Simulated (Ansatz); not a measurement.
# Sr2MgIrO6: the cost of one run

Program: the Python package of Ansatz 0.2.0. Level of theory: DFT PBEsol, plane waves, PAW. These are calculated values, not measurements.

### Step 1. The system

Sr2MgIrO6 Fm-3m: The structure is cubic, space group Fm-3m (No. 225). Conventional cell: a = 7.973 Å, b = 7.973 Å, c = 7.973 Å, α = 90.00°, β = 90.00°, γ = 90.00°. Sr (site symmetry -43m) has 12 O at 2.82 Å as nearest neighbours. Mg (site symmetry m-3m) has 6 O at 2.04 Å as nearest neighbours. Ir (site symmetry m-3m) has 6 O at 1.94 Å as nearest neighbours. Only part of the 4 independent sites is listed.

Mg P6_3/mmc: It takes space group P6_3/mmc (No. 194, hexagonal). Conventional cell: a = 3.209 Å, b = 3.209 Å, c = 5.210 Å, α = 90.00°, β = 90.00°, γ = 120.00°. Mg (site symmetry -6m2) has 12 Mg at 3.20 to 3.21 Å as nearest neighbours.

Sr2IrO6 Fm-3m: It takes space group Fm-3m (No. 225, cubic). The conventional cell has a = 7.973 Å, b = 7.973 Å, c = 7.973 Å, α = 90.00°, β = 90.00°, γ = 90.00°. Sr (site symmetry -43m) is surrounded by 12 O at 2.82 Å. Around Ir (site symmetry m-3m) lie 6 O at 1.94 Å. O (site symmetry 4mm) is surrounded by 1 Ir at 1.94 Å.

The script holds or builds the structure itself.

### Step 2. The script

voltage.py reads:

```python
"""Average voltage of Sr2IrO6 against Mg metal, after relaxing atoms and volume at fixed cell shape."""

from collections import Counter

import ansatz
import numpy as np

PHASES = {
    "Sr2MgIrO6": (
        [[0.0, 3.986493, 3.986493], [3.986493, 0.0, 3.986493], [3.986493, 3.986493, 0.0]],
        [
            ("Sr", [0.75, 0.75, 0.75]),
            ("Sr", [0.25, 0.25, 0.25]),
            ("Mg", [0.0, 0.0, 0.0]),
            ("Ir", [0.5, 0.5, 0.5]),
            ("O", [0.743828, 0.743828, 0.256172]),
            ("O", [0.743828, 0.256172, 0.743828]),
            ("O", [0.256172, 0.743828, 0.256172]),
            ("O", [0.743828, 0.256172, 0.256172]),
            ("O", [0.256172, 0.256172, 0.743828]),
            ("O", [0.256172, 0.743828, 0.743828]),
        ],
    ),
    "Mg": (
        [[3.2093, 0.0, 0.0], [-1.60465, 2.779335, 0.0], [0.0, 0.0, 5.2103]],
        [
            ("Mg", [1 / 3, 2 / 3, 0.25]),
            ("Mg", [2 / 3, 1 / 3, 0.75]),
        ],
    ),
}
MOMENTS = {"Ir": 0.5}  # parallel starting moments in muB


def build(vectors, sites):
    crystal = ansatz.Crystal(lattice=ansatz.Lattice.of(vectors))
    for symbol, position in sites:
        crystal = crystal.atom(symbol, position)
    return crystal

POLARISED = {"Sr2IrO6", "Sr2MgIrO6"}


def solve(name, crystal):
    calc = (
        crystal.calculation()
        .functional("PBEsol")
        .basis(31 * ansatz.Ry)
        .kpoints(spacing=0.27)
        .occupations("gaussian", width=0.05)
        .band_table()
    )
    if name in POLARISED:
        calc = calc.spin("collinear")
    calc = calc.relax(force_tolerance=0.02, max_steps=60, fix_cell=["shape"])
    return calc.run(threads=1)


def counts(outcome):
    return Counter(site.symbol for site in outcome.lattice.sites)


def gap_ev(outcome):
    # nan where the run reports no band edges: a metal, overlapping bands, or a gap that is small against the smearing
    edges = outcome.report.get("band_edges_ev")
    return edges[1] - edges[0] if edges else float("nan")


def main() -> None:
    phases = {name: build(*cell) for name, cell in PHASES.items()}
    for name in ["Sr2MgIrO6"]:
        phases[name] = phases[name].moments({e: m for e, m in MOMENTS.items() if e in phases[name].species()})
    # the host keeps the framework and loses every mobile ion
    host = phases["Sr2MgIrO6"].resolved()
    for site in phases["Sr2MgIrO6"].resolved().sites:
        if site.symbol == "Mg":
            host = host.vacancy("Mg", at=site.position)
    phases["Sr2IrO6"] = host.resolved()

    done = {name: solve(name, crystal) for name, crystal in phases.items()}

    full, empty, metal = done["Sr2MgIrO6"], done["Sr2IrO6"], done["Mg"]
    n = counts(full)["Mg"]
    reaction = full.report["energy_sigma0_ev"] - empty.report["energy_sigma0_ev"] - n * metal.report["energy_sigma0_ev"] / len(metal.lattice.sites)
    voltage = -reaction / (2 * n)
    v_full, v_empty = (abs(np.linalg.det(o.lattice.cell_ang)) for o in (full, empty))
    print(f"average voltage {voltage:.3f} V for {n} Mg per cell")
    print(f"cell volume {v_empty:.2f} -> {v_full:.2f} A^3 on insertion ({100 * (v_full / v_empty - 1):+.1f} %)")
    for o in (full, empty):
        print([f"{s.symbol}{m:+.2f}" for s, m in zip(o.lattice.sites, o.report["site_moments_mub"]) if abs(m) > 0.05])


if __name__ == "__main__":
    main()
```

### Step 3. What the engine is handed

The package turns the script's settings into the engine's input (first run):

```yaml
crystal:
  lattice:
    - [0.0, 3.986493, 3.986493]
    - [3.986493, 0.0, 3.986493]
    - [3.986493, 3.986493, 0.0]
  atoms:
    - { symbol: Sr, position: [0.75, 0.75, 0.75] }
    - { symbol: Sr, position: [0.25, 0.25, 0.25] }
    - { symbol: Mg, position: [0.0, 0.0, 0.0] }
    - { symbol: Ir, position: [0.5, 0.5, 0.5] }
    - { symbol: O, position: [0.743828, 0.743828, 0.256172] }
    - { symbol: O, position: [0.743828, 0.256172, 0.743828] }
    - { symbol: O, position: [0.256172, 0.743828, 0.256172] }
    - { symbol: O, position: [0.743828, 0.256172, 0.256172] }
    - { symbol: O, position: [0.256172, 0.256172, 0.743828] }
    - { symbol: O, position: [0.256172, 0.743828, 0.743828] }
basis:
  ecutwfc: 421.77648681281397
kpoints:
  mp_grid:
    kspacing: 0.27
hamiltonian:
  xc: pbesol
magnetization:
  spin_polarized: true
  per_species:
    Ir: 0.5
scf:
  occupations:
    method: gaussian
    width: 0.05
relax:
  f_tol: 0.02
  max_steps: 60
  cell:
    fix: [shape]
output:
  eigenvalues: true
```

### Step 4. The run

On the command line:

```console
python voltage.py
```

Q: Estimate wall time and peak memory on 1 thread of Arm Neoverse V1, shared host.

About 4.4 min, with a peak of 0.62 GiB.
